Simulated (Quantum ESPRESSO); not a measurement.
The system is GaF.

```
Ga F
1.0
     3.16592    0.00000    0.00000
     0.00000    3.16592    0.00000
     0.00000    0.00000    3.16592
Ga F
1 1
Direct
  0.00000 0.00000 0.00000
  0.50000 0.50000 0.50000
```

The cell was built by a generator and needn't be a form met in nature.

| Property | Result |
| --- | --- |
| Program | Quantum ESPRESSO 7.5 |
| Task | phonons |
| Functional | PBE |
| Potentials or basis | GBRV 1.5 PBE |
| Cutoff | 762 eV |
| Density cutoff | 6095 eV |
| k mesh | 6 × 6 × 6, shifted |
| Occupations | fermi-dirac, width 0.05 eV |
| Spin | no spin polarisation |
| Target pressure | 5 GPa |
| Mixing beta | 0.5 |
| Most SCF iterations | 120 |
| SCF threshold | 4e-10 Ry |

The cell and the atoms were relaxed first at 5 GPa, to 14.43 Å³/atom (a = 3.067 Å, b = 3.067 Å, c = 3.067 Å, α = 90.00°, β = 90.00°, γ = 90.00°), and the response was taken there.

The first run showed a gap, so the response started from a second, tighter run with fixed occupations.

Q: Which optical modes does the crystal have at the zone centre, and which show in infrared and Raman spectra?

A: The optical modes are T1u. Infrared active: T1u. None is Raman active.

Optical modes at Γ, degenerate ones joined, polar ones without the macroscopic field:
| cm⁻¹ | components | symmetry | active in | IR intensity, summed ((D/Å)²/amu) |
| --- | --- | --- | --- | --- |
| 118i | 3 | T1u | IR | 27.12 |

Caveat: some modes are imaginary; the cell is more than 3 GPa from zero pressure, which shifts response properties.
